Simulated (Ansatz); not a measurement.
# GdN: the cost of one run

Computed with Ansatz 0.2.0 (DFT LDA+U (U_eff = 2 eV on Gd f), plane waves, PAW, no spin–orbit coupling unless a run says so, unless a step's input says otherwise).

### Step 1. The system as given

It takes space group Fm-3m (No. 225, cubic). Conventional cell: a = 4.999 Å, b = 4.999 Å, c = 4.999 Å, α = 90.00°, β = 90.00°, γ = 90.00°. Gd (site symmetry m-3m) has 6 N at 2.50 Å as nearest neighbours. N (site symmetry m-3m) has 6 Gd at 2.50 Å as nearest neighbours.

Structure file:

```
CELL_PARAMETERS angstrom
0.00000 2.49950 2.49950
2.49950 0.00000 2.49950
2.49950 2.49950 0.00000
ATOMIC_POSITIONS crystal
Gd 0.50000 0.50000 0.50000
N 0.00000 0.00000 0.00000
```

Magnetic order typed: ferromagnetic.

### Step 2. From atoms, symmetry kept, no search

Contents of input.yaml:

```yaml
crystal:
  lattice:
    - [0.0, 2.49949857, 2.49949857]
    - [2.49949857, 0.0, 2.49949857]
    - [2.49949857, 2.49949857, 0.0]
  atoms:
    - { symbol: Gd, position: [0.5, 0.5, 0.5], spin: 7.0, spin_axis: [0.57735, 0.57735, 0.57735] }
    - { symbol: "N", position: [0.0, 0.0, 0.0] }
basis:
  ecutwfc: 420
  ecutrho_ratio: 4
kpoints:
  mp_grid: { grid: [7, 7, 7] }
hamiltonian:
  xc: lda
  hubbard: { sites: [{ site: 0, l: f, u_eff: 2.0 }] }
scf:
  occupations: { method: gaussian, width: 0.05 }
  lower_state_search: "off"
  max_iter: 150
output:
  forces: true
  stress: true
  eigenvalues: true
  populations: true
  hubbard: { sites: [{ site: 0, l: f }] }
magnetization:
  noncollinear: true
  spin_orbit: true
```

This run includes spin–orbit coupling.

On the command line:

```console
$ ansatz run input.yaml --threads 2 --pin off --max-ram 3072MiB --backend cpu --events-out ev --progress --plain --runs-dir out
```

Q: Estimate wall time and peak memory on 2 threads of AMD EPYC 9R45 (Zen 5), shared host.

About 9.6 s, with a peak of 0.6 GiB.
